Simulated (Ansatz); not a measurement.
# C2H7FGaN: the cost of one run

Program: Ansatz 0.2.0. Level of theory: RKS PBE/def2-SVP. These are calculated values, not measurements.

### 1 The structure to begin with

Bond lengths: C1–C2 1.477 Å, C2–F3 1.362 Å, C2–Ga4 1.983 Å, Ga4–N5 1.922 Å, C1–H6 1.092 Å, C1–H7 1.088 Å, C1–H8 1.170 Å, C2–H9 1.155 Å, Ga4–H10 0.660 Å, N5–H11 1.061 Å, N5–H12 1.044 Å. Angles (14 of 18 angles, heavy atoms first): C1–C2–F3 107.0°, C1–C2–Ga4 113.8°, F3–C2–Ga4 106.5°, C2–Ga4–N5 115.8°, C1–C2–H9 110.6°, F3–C2–H9 109.8°, Ga4–C2–H9 109.0°, C2–C1–H6 113.3°, C2–C1–H7 111.6°, C2–C1–H8 106.1°, C2–Ga4–H10 121.2°, N5–Ga4–H10 122.9°, Ga4–N5–H11 98.5°, Ga4–N5–H12 98.7°.

Structure file:

```xyz
12

C    -0.9443   -0.2268    1.0643
C     0.4861    0.1309    0.9716
F     1.1963   -1.0107    1.1867
Ga    1.0287    0.8045   -0.8125
N     0.3607   -0.1862   -2.3185
H    -1.2479   -0.5387    2.0657
H    -1.2251   -0.9540    0.3046
H    -1.5403    0.7537    0.8349
H     0.7600    0.9194    1.7704
H     1.3792    1.3606   -0.8756
H    -0.6698    0.0436   -2.2138
H     0.4936   -1.1517   -1.9439
```

### 2 End point A

input.yaml

```yaml
crystal:
  periodic: [false, false, false]
  atoms:
    - { symbol: C, position_ang: [-0.9443, -0.2268, 1.0643] }
    - { symbol: C, position_ang: [0.4861, 0.1309, 0.9716] }
    - { symbol: F, position_ang: [1.1963, -1.0107, 1.1867] }
    - { symbol: Ga, position_ang: [1.0287, 0.8045, -0.8125] }
    - { symbol: "N", position_ang: [0.3607, -0.1862, -2.3185] }
    - { symbol: H, position_ang: [-1.2479, -0.5387, 2.0657] }
    - { symbol: H, position_ang: [-1.2251, -0.954, 0.3046] }
    - { symbol: H, position_ang: [-1.5403, 0.7537, 0.8349] }
    - { symbol: H, position_ang: [0.76, 0.9194, 1.7704] }
    - { symbol: H, position_ang: [1.3792, 1.3606, -0.8756] }
    - { symbol: H, position_ang: [-0.6698, 0.0436, -2.2138] }
    - { symbol: H, position_ang: [0.4936, -1.1517, -1.9439] }
basis:
  gaussian: { orbitals: def2-SVP }
hamiltonian:
  xc: pbe
relax:
  f_tol: 0.02
  max_steps: 50
```

Started as:

```bash
> ansatz run input.yaml --threads 2 --pin off --max-ram 3072MiB --backend cpu --events-out ev --progress --plain --runs-dir out
```

What time and memory should one allow on 2 threads of AMD EPYC 9R14 (Zen 4), shared host?

About 63 s, with a peak of 0.19 GiB.
